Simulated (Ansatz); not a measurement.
**AlBrH₂O (SMILES [OH][AlH][Br]): one structure at several levels**

One table from this session's results is given with a row withheld; the runs are named, their logs left out.

The runs use Ansatz 0.2.0, Gaussian basis; single points in def2-TZVPP.

Correlated methods freeze the cores. Filled d shells of the heavier atoms are correlated.

## Starting geometry

SMILES `[OH][AlH][Br]`, 5 atoms, charge 0, spin multiplicity 1.

Atoms are counted from 1 here; the program's logs count them from 0.

Bond lengths: O1–Al2 1.583 Å, O1–H4 0.912 Å, Al2–Br3 2.162 Å, Al2–H5 1.602 Å. Angles: Al2–O1–H4 174.8°, O1–Al2–Br3 124.3°, O1–Al2–H5 115.7°, Br3–Al2–H5 120.0°.

As a file:

```xyz
5

O    -1.0213   -0.2964   -0.4088
Al    0.3570    0.2321    0.1636
Br    2.0454   -1.0332    0.6344
H    -1.8514   -0.5383   -0.6996
H     0.4275    1.8047    0.4601
```

Set-up of the first run:

Contents of run/in.yaml:

```yaml
crystal:
  periodic: [false, false, false]
  atoms:
    - {symbol: O, position_ang: [-1.021300, -0.296400, -0.408800]}
    - {symbol: Al, position_ang: [0.357000, 0.232100, 0.163600]}
    - {symbol: Br, position_ang: [2.045400, -1.033200, 0.634400]}
    - {symbol: H, position_ang: [-1.851400, -0.538300, -0.699600]}
    - {symbol: H, position_ang: [0.427500, 1.804700, 0.460100]}
basis:
  gaussian: {orbitals: def2-TZVPP}
correlation: {method: ccsd_t}
output: {forces: true}
```

No record of the launch command was kept for these runs.

Steps of the session up to this table: CCSD(T)/def2-TZVPP; PBE0-D4/def2-TZVPP; wB97M-V/def2-TZVPP; r2SCAN-D4/def2-TZVPP; PBE-D4/def2-TZVPP; BLYP-D4/def2-TZVPP; CAM-B3LYP-D4/def2-TZVPP.

One table of the session follows, with a row left open; its other results are not shown here.

```
      method  RMS force component (eV/Å)  angle to CCSD(T) forces (°)  dipole (D)
     CCSD(T)                       1.005                    reference        1.94
     PBE0-D4                       0.944                          2.9        1.92
     wB97M-V                       1.007                          3.0        1.97
   r2SCAN-D4                       0.971                          3.2        1.96
      PBE-D4                       1.084                          7.9        1.89
     BLYP-D4                           ?                            ?           ?
CAM-B3LYP-D4                       0.969                          6.0        1.97
```

Q: Estimate the row for BLYP-D4 from the others.

As computed: RMS force component (eV/Å): 1.145; angle to CCSD(T) forces (°): 5.7; dipole (D): 1.90. In the column «RMS force component (eV/Å)» it is the highest.
